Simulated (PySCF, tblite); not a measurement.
# C8H24O16Si8: electronic excitations, NMR shifts, part 2 of 2

tblite 0.8.0 and PySCF 2.14.0. Atoms count from 0. Earlier steps stand in the parts before.

## 4. NMR shifts: GIAO KT3/pcSseg-1

Job settings and geometry (Å):

```
{"job": {"kind": "nmr", "xc": "KT3", "basis": "pcSseg-1", "pop": false}, "charge": 0, "multiplicity": 1}
C     -4.124155     1.258689     1.819244
C     -3.801104     1.739528     0.405459
Si    -2.138232     1.104623    -0.236567
O     -1.900543     1.696471    -1.724571
Si    -0.923916     1.723806    -3.002095
O     -1.636566     2.677506    -4.088421
O      0.496906     2.390192    -2.631369
Si     1.810346     2.251390    -1.702765
O      2.833905     3.444761    -2.057285
O      2.662161     0.927029    -2.022001
Si     2.573779    -0.685431    -2.051031
O      3.943104    -1.276126    -2.660912
O      1.434696    -1.222047    -3.049302
Si    -0.148482    -1.214977    -3.365364
O     -0.408325    -1.989040    -4.754680
O     -0.719936     0.258665    -3.652280
O     -0.957507    -1.951183    -2.177705
Si    -1.355564    -1.883691    -0.609346
C     -2.483871    -3.354727    -0.229676
C     -2.927715    -3.401294     1.230804
O     -2.156437    -0.515336    -0.274742
O     -0.032800    -2.003089     0.318870
Si     1.385519    -1.333558     0.726181
C      2.214746    -2.428286     2.029994
C      3.584317    -1.916235     2.474680
O      2.370654    -1.262652    -0.557528
O      1.151907     0.145309     1.345646
Si     0.603734     1.647446     1.081327
C      0.909011     2.673878     2.642588
C      2.387586     2.744904     3.022180
O      1.408603     2.340085    -0.141402
O     -0.986421     1.629071     0.775483
H     -3.351196     1.580389     2.510935
H     -4.172268     0.174042     1.845860
H     -5.080527     1.657578     2.153138
H     -4.601643     1.430803    -0.265708
H     -3.794951     2.829224     0.395852
H     -1.696710     2.381283    -4.993121
H      2.500054     4.331593    -2.164290
H      4.763100    -0.816354    -2.500627
H     -0.005082    -2.841781    -4.896090
H     -1.970501    -4.285130    -0.471071
H     -3.365425    -3.314115    -0.868741
H     -2.062485    -3.483187     1.881794
H     -3.461611    -2.491955     1.489806
H     -3.581512    -4.253046     1.408973
H      2.330415    -3.434718     1.628218
H      1.570241    -2.516799     2.904154
H      4.024587    -2.586627     3.211277
H      3.493490    -0.928011     2.916355
H      4.254143    -1.847370     1.622524
H      0.348498     2.251341     3.476377
H      0.531922     3.686310     2.498833
H      2.527676     3.345115     3.919739
H      2.960988     3.186508     2.212196
H      2.774759     1.746870     3.206335
```

Level: GIAO KT3/pcSseg-1 NMR shielding, non-relativistic, gas phase.

The log of the run:

```text
start: PBE on a coarse grid of 50582 points
cycle   1  E = -3834.9603982109  dE =  6.728e+00  |g| = 3.229e+00  |ddm| = 8.182e+00
cycle   2  E = -3831.2273828399  dE =  3.733e+00  |g| = 5.486e+00  |ddm| = 6.105e+00
cycle   3  E = -3836.7416094476  dE = -5.514e+00  |g| = 3.565e-01  |ddm| = 4.437e+00
cycle   4  E = -3836.7545245997  dE = -1.292e-02  |g| = 2.631e-01  |ddm| = 4.571e-01
cycle   5  E = -3836.7675753318  dE = -1.305e-02  |g| = 5.021e-02  |ddm| = 1.944e-01
cycle   6  E = -3836.7679919496  dE = -4.166e-04  |g| = 1.689e-02  |ddm| = 4.732e-02
cycle   7  E = -3836.7680495340  dE = -5.758e-05  |g| = 4.738e-03  |ddm| = 1.475e-02
final grid: 437413 points
cycle   8  E = -3879.2489670191  dE = -8.283e-02  |g| = 5.175e-01  |ddm| = 9.575e-01
cycle   9  E = -3879.2061413235  dE =  4.283e-02  |g| = 6.620e-01  |ddm| = 7.464e-01
cycle  10  E = -3879.2787048523  dE = -7.256e-02  |g| = 1.336e-01  |ddm| = 5.142e-01
cycle  11  E = -3879.2812659225  dE = -2.561e-03  |g| = 2.294e-02  |ddm| = 9.703e-02
cycle  12  E = -3879.2813674364  dE = -1.015e-04  |g| = 3.006e-03  |ddm| = 1.714e-02
cycle  13  E = -3879.2813685715  dE = -1.135e-06  |g| = 1.101e-03  |ddm| = 3.837e-03
cycle  14  E = -3879.2813672172  dE =  1.354e-06  |g| = 3.606e-04  |ddm| = 1.127e-03
cycle  15  E = -3879.2813667637  dE =  4.535e-07  |g| = 8.644e-05  |ddm| = 3.900e-04
converged SCF energy = -3879.2813667637

GIAO shielding tensors (ppm)
atom      isotropic    diamagn.    paramagn.     s11        s22        s33       span
  0 C      173.698     251.196     -77.497    166.469    169.457    185.168     18.700
  1 C      172.719     260.846     -88.127    165.857    171.232    181.068     15.211
  2 Si     436.015     900.705    -464.690    414.638    416.390    477.018     62.380
  3 O      226.225     416.737    -190.512    199.665    201.588    277.422     77.757
  4 Si     466.500     892.957    -426.458    445.909    463.134    490.456     44.547
  5 O      289.836     381.731     -91.895    263.303    270.712    335.494     72.191
  6 O      232.995     414.099    -181.104    203.377    214.637    280.971     77.595
  7 Si     466.265     894.894    -428.630    451.242    457.495    490.057     38.815
  8 O      287.612     383.549     -95.938    264.169    270.390    328.276     64.107
  9 O      238.999     414.529    -175.529    207.981    224.864    284.152     76.171
 10 Si     466.075     894.726    -428.651    447.618    460.269    490.337     42.720
 11 O      288.851     383.421     -94.570    264.646    270.778    331.129     66.484
 12 O      238.127     413.874    -175.747    207.510    222.277    284.592     77.082
 13 Si     466.597     893.283    -426.687    450.927    457.768    491.094     40.167
 14 O      287.580     381.971     -94.391    264.038    270.335    328.368     64.331
 15 O      240.440     413.321    -172.881    208.201    226.586    286.534     78.334
 16 O      222.307     417.743    -195.436    194.252    197.709    274.960     80.708
 17 Si     436.453     901.111    -464.658    415.679    417.484    476.197     60.518
 18 C      172.615     261.311     -88.696    165.909    170.900    181.036     15.127
 19 C      173.734     251.454     -77.720    166.531    169.530    185.143     18.612
 20 O      222.545     423.879    -201.334    186.844    211.438    269.354     82.510
 21 O      218.322     424.161    -205.839    183.646    200.956    270.363     86.716
 22 Si     435.770     902.860    -467.090    415.763    416.082    475.467     59.704
 23 C      172.645     263.355     -90.710    165.528    171.043    181.364     15.837
 24 C      173.622     248.365     -74.744    166.205    169.197    185.463     19.258
 25 O      226.050     420.049    -194.000    194.366    208.590    275.194     80.828
 26 O      221.512     425.850    -204.338    181.893    214.371    268.271     86.378
 27 Si     435.762     902.792    -467.030    415.712    416.492    475.083     59.372
 28 C      172.655     263.355     -90.700    165.854    170.985    181.126     15.271
 29 C      173.652     248.815     -75.163    166.201    169.387    185.368     19.167
 30 O      226.482     420.235    -193.753    194.890    208.939    275.618     80.728
 31 O      217.820     423.787    -205.967    182.646    200.739    270.074     87.428
 32 H       30.788      37.248      -6.460     25.495     31.578     35.291      9.796
 33 H       30.796      36.083      -5.287     25.206     31.484     35.698     10.492
 34 H       30.553      27.385       3.168     25.171     27.363     39.124     13.952
 35 H       31.044      33.133      -2.089     26.179     30.237     36.716     10.537
 36 H       31.052      34.023      -2.971     26.142     30.345     36.669     10.527
 37 H       29.827      28.519       1.307     20.733     24.509     44.238     23.504
 38 H       29.944      30.967      -1.023     21.404     24.090     44.338     22.935
 39 H       29.864      31.027      -1.163     21.212     24.277     44.102     22.890
 40 H       29.975      30.458      -0.483     21.304     24.280     44.342     23.037
 41 H       31.116      34.442      -3.326     26.236     30.366     36.744     10.507
 42 H       31.074      33.500      -2.426     26.266     30.272     36.682     10.416
 43 H       30.809      37.365      -6.556     25.576     31.481     35.371      9.795
 44 H       30.784      36.419      -5.634     25.107     31.616     35.630     10.522
 45 H       30.569      27.609       2.960     25.180     27.385     39.142     13.961
 46 H       31.049      35.683      -4.634     25.914     30.662     36.571     10.656
 47 H       31.052      39.370      -8.318     26.141     30.799     36.214     10.073
 48 H       30.526      26.607       3.919     25.045     27.395     39.140     14.095
 49 H       30.765      34.320      -3.555     25.018     31.532     35.746     10.728
 50 H       30.735      32.437      -1.702     25.512     31.216     35.477      9.965
 51 H       31.050      39.294      -8.245     26.204     30.713     36.232     10.029
 52 H       31.084      35.544      -4.460     26.006     30.535     36.711     10.705
 53 H       30.536      26.749       3.786     25.055     27.400     39.152     14.096
 54 H       30.689      32.485      -1.796     25.497     31.178     35.392      9.895
 55 H       30.749      34.728      -3.978     24.919     31.666     35.664     10.745
```

It took 76 s on 2 threads of Arm Neoverse V1, shared host; peak memory 1.4 GiB.

The references, computed at this level on geometries of the same kind, shield at (ppm): 1H TMS 31.76, 13C TMS 184.7, 29Si TMS 361.7, 17O H2O 330.8. Their shielding less the atom's gives the shift. The references are single molecules in the gas phase, so shifts against H2O, NH3, PH3, H3PO4 or CFCl3 are not on the usual liquid scales and can be off by tens of ppm. Atoms listed in one row are averaged.

```
                             atoms                                     environment  σ (ppm)  δ (ppm)
                 C1, C18, C23, C28                            sp3 CH2 bonded to Si    172.7     12.1
                 C0, C19, C24, C29                                   methyl carbon    173.7     11.0
                H37, H38, H39, H40              hydrogen on an oxygen bonded to Si    29.90     1.86
H32, H33, H34, H43, H44 and 7 more                     hydrogen on a methyl carbon    30.69     1.07
H35, H36, H41, H42, H46 and 3 more             hydrogen on an sp3 CH2 bonded to Si    31.07     0.70
             Si2, Si17, Si22, Si27  silicon bonded to C, 3 O, in a 8-membered ring    436.0    -74.3
              Si4, Si7, Si10, Si13     silicon bonded to 4 O, in a 8-membered ring    466.4   -104.7
                O20, O21, O26, O31     oxygen bonded to 2 Si, in a 8-membered ring    220.0    110.7
                 O3, O16, O25, O30     oxygen bonded to 2 Si, in a 8-membered ring    225.3    105.5
                  O6, O9, O12, O15     oxygen bonded to 2 Si, in a 8-membered ring    237.6     93.1
                  O5, O8, O11, O14                          oxygen bonded to Si, H    288.5     42.3
```

Ring of atoms Si2, O3, Si4, O6, Si7, Si27, O30, O31: NICS(0) -1.0, NICS(1) -0.6, NICS(1)zz 3.3 ppm (means of both faces).

Ring of atoms Si2, Si17, O20, O21, Si22, O26, Si27, O31: NICS(0) -0.7, NICS(1) -0.5, NICS(1)zz 3.5 ppm (means of both faces).

Ring of atoms Si4, O6, Si7, O9, Si10, O12, Si13, O15: NICS(0) -1.4, NICS(1) -0.8, NICS(1)zz 2.9 ppm (means of both faces).

## 5. What came out

The summary covers parts 1 to 2.

| quantity | value |
| --- | --- |
| lowest singlet (B3LYP/def2-SVP) | 7.34 eV (169 nm), f = 0.003 |
| brightest single state of those computed | state 3, 7.35 eV, f = 0.036 |
| lowest triplet | 7.27 eV |
| vertical ionisation energy (ΔSCF) | 9.48 eV |
| 13C shifts against TMS (KT3/pcSseg-1, means over atoms taken as alike) | 12.1, 11.0 ppm |
| 1H shifts against TMS (KT3/pcSseg-1, means over atoms taken as alike) | 1.86, 1.07, 0.70 ppm |
| 29Si shifts against TMS (KT3/pcSseg-1, means over atoms taken as alike) | -74.3, -104.7 ppm |
| 17O shifts against H2O (KT3/pcSseg-1, means over atoms taken as alike) | 110.7, 105.5, 93.1, 42.3 ppm |

What this shows: The lowest singlet, at 7.34 eV, is HOMO→LUMO 0.84, HOMO−1→LUMO 0.14 and is weak; of the 6 states computed, the strongest absorption comes from states 2 to 3 together at 7.35 eV (the last state computed is bright too, and its partners may lie past the list). The lowest triplet lies 0.06 eV below the lowest singlet. The basis of B3LYP/def2-SVP has no diffuse functions, so Rydberg states are missing and the high states are unreliable. ΔSCF puts the ionisation energy at 9.48 eV, 1.31 eV above −ε(HOMO). At KT3/pcSseg-1: The widest tensor belongs to O20, O21, O26, O31: span 86 ppm, with a paramagnetic part of -204 ppm.
